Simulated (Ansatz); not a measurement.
# Cu3Ni: band structure with LDA

Crystal: Cu3Ni.

```
Cu Ni
1.0
     1.31616   -2.06036    0.00000
     1.31616    2.06036    0.00000
     0.00000    0.00000    8.24586
Cu Ni
3 1
Direct
  0.50000 0.50000 0.24669
  0.00000 0.00000 0.50000
  0.50000 0.50000 0.75331
  0.00000 0.00000 0.00000
```

The cell comes from a database or a generator and needn't be the stable form of this composition.

| Quantity | Value |
| --- | --- |
| Program | Ansatz 0.2.0 |
| Task | band structure |
| Functional | LDA |
| Potentials or basis | all-electron LAPW, scalar-relativistic |
| Cutoff | 308 eV (chosen from the basis error) |
| Basis error allowed | 0.002 eV/atom |
| k mesh | 12 × 12 × 4 |
| Occupations | fermi-dirac, width 0.05 eV |
| Spin | collinear spin, ferromagnetic start |
| Starting moments | [0.6, 0.6, 0.6, 1.0] μB |

```json
{
 "Pressure": "-8.3 GPa",
 "Largest force": "0.019 eV/Å",
 "Band gap along the path": "none (metal or under the smearing width)",
 "Net moment": "0.00 μB per cell",
 "Absolute moment": "0.00 μB per cell"
}
```

Forces on the atoms (eV/Å):
```
Cu   0.000  0.000 -0.019
Cu   0.000  0.000  0.000
Cu   0.000  0.000  0.019
Ni   0.000  0.000  0.000
```

Stress tensor (GPa, compression positive):
```
-7.90  0.00  0.00
 0.00 -9.08  0.00
 0.00  0.00 -8.06
```

Levels at the corners of the path, in eV from the Fermi level:
Spin up:
```csv
point,band 33,band 34,band 35,band 36,band 37,band 38,band 39,band 40,band 41,band 42
Γ,-1.98,-1.96,-1.93,-1.84,-1.10,-0.93,-0.36,-0.33,4.39,12.96
X,-1.25,-1.20,-1.17,-0.56,3.28,3.68,4.83,5.03,5.64,5.70
S,-1.11,-0.84,-0.56,-0.24,-0.09,-0.02,0.96,1.43,5.38,5.69
R,-1.58,-1.57,-0.60,-0.03,0.38,0.42,0.85,1.37,6.29,6.30
A,-1.24,-1.21,-1.08,-0.53,3.75,3.95,4.23,4.47,4.82,5.54
Z,-1.98,-1.96,-1.93,-1.86,-1.66,-1.10,-0.37,-0.36,7.10,7.85
Γ,-1.98,-1.96,-1.93,-1.84,-1.10,-0.93,-0.36,-0.33,4.39,12.96
Y,-1.37,-0.96,-0.65,-0.62,0.20,3.09,3.09,4.13,4.78,5.62
```
Spin down:
```
point  band 34  band 35  band 36  band 37  band 38  band 39  band 40  band 41
    Γ    -1.96    -1.93    -1.84    -1.10    -0.93    -0.36    -0.33     4.39
    X    -1.20    -1.17    -0.56     3.28     3.68     4.83     5.03     5.64
    S    -0.84    -0.56    -0.24    -0.09    -0.02     0.96     1.43     5.38
    R    -1.57    -0.60    -0.03     0.38     0.42     0.85     1.37     6.29
    A    -1.21    -1.08    -0.53     3.75     3.95     4.23     4.47     4.82
    Z    -1.96    -1.93    -1.86    -1.66    -1.10    -0.37    -0.36     7.10
    Γ    -1.96    -1.93    -1.84    -1.10    -0.93    -0.36    -0.33     4.39
    Y    -0.96    -0.65    -0.62     0.20     3.09     3.09     4.13     4.78
```

It took 2.2 min on 4 threads of AMD EPYC 7R43 64-Core Processor (Zen 3), on a shared host, peak memory 1.5 GiB.

Caveat: the starting moments weren't kept.
